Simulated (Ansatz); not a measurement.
## Na₄SeS, space group P4/mmm: a calculation of the elastic constants, step by step

Program: Ansatz's Python interface.

The script reads `na4ses.xyz`:
```text
6
Lattice="4.692533 0.0 0.0 0.0 4.692533 0.0 0.0 0.0 6.650507" Properties=species:S:1:pos:R:3 pbc="T T T"
Na    2.34626650    0.00000000    5.03164059
Na    0.00000000    2.34626650    1.61886641
Na    2.34626650    0.00000000    1.61886641
Na    0.00000000    2.34626650    5.03164059
Se    2.34626650    2.34626650    3.32525350
S     0.00000000    0.00000000    0.00000000
```

The cells in order, each with its output:

```python
import ansatz as az
import numpy as np
```

```python
cell = az.Crystal.from_extxyz("na4ses.xyz")
```

```python
base = (
    cell.calculation()
    .occupations("Fermi-Dirac", width=0.01)
    .functional("pbesol", dispersion="d4")
    .kpoints(6, 6, 4)
)
result = base.elastic(az.ElasticMode.RELAXED_ION).run(threads=1)
elastic = result.elastic
```

    DeckWarning: basis.ecutwfc = 420 eV, auto-derived from the records' recommended cutoffs: set by Na (normal level)

```python
print(np.array2string(np.round(elastic.c_gpa, 1) + 0.0, suppress_small=True))
print("Voigt stress of the unstrained cell (GPa, tension positive):", np.round(elastic.sigma0_gpa, 3) + 0.0)
print("smallest eigenvalue of C:", round(elastic.stability.min_eigenvalue_gpa, 1), "GPa; tensor positive definite:", elastic.stability.min_eigenvalue_gpa > 0)
# averaged moduli need a positive definite tensor
if elastic.stability.min_eigenvalue_gpa > 0:
    for name, value in elastic.moduli.to_plain().items():
        print(f"{name:14s} {value:9.3f}")
    S = np.linalg.inv(elastic.c_gpa)
    print("Young modulus along x, y, z (GPa):", np.round(1 / np.diag(S)[:3], 1))
    print("linear compressibility along x, y, z (1/TPa):", np.round(1000 * S[:3, :3].sum(axis=1), 2))
```

    [[48.5 15.7 14.7  0.   0.   0. ]
     [15.7 48.5 14.7  0.   0.   0. ]
     [14.7 14.7 49.8  0.   0.   0. ]
     [ 0.   0.   0.  16.3  0.   0. ]
     [ 0.   0.   0.   0.  16.3  0. ]
     [ 0.   0.   0.   0.   0.  17.5]]
    Voigt stress of the unstrained cell (GPa, tension positive): [0.419 0.419 0.42  0.    0.    0.   ]
    smallest eigenvalue of C: 16.3 GPa; tensor positive definite: True
    k_voigt_gpa       26.328
    k_reuss_gpa       26.328
    k_hill_gpa        26.328
    g_voigt_gpa       16.800
    g_reuss_gpa       16.782
    g_hill_gpa        16.791
    youngs_gpa        41.542
    poisson            0.237
    Young modulus along x, y, z (GPa): [41.2 41.2 43.1]
    linear compressibility along x, y, z (1/TPa): [12.71 12.71 12.56]

Reading the output:
- A positive definite tensor excludes instabilities under uniform strain alone; phonons elsewhere in the zone can still be imaginary.
- In a crystal with a gap the Fermi level's place inside it depends on smearing and mesh.
- This cell is a computed structure, which may not be the phase found in nature.
- Warnings are shown shortened and without file and line.
- The constants belong to the cell that was strained; where it wasn't relaxed first it may be under stress.
- Timing: 11 min on 1 thread of Arm Neoverse V1, with other jobs on the host, peak memory 0.64 GiB.

(A comment or docstring line of the script was reworded after the run, the code is as it ran.)
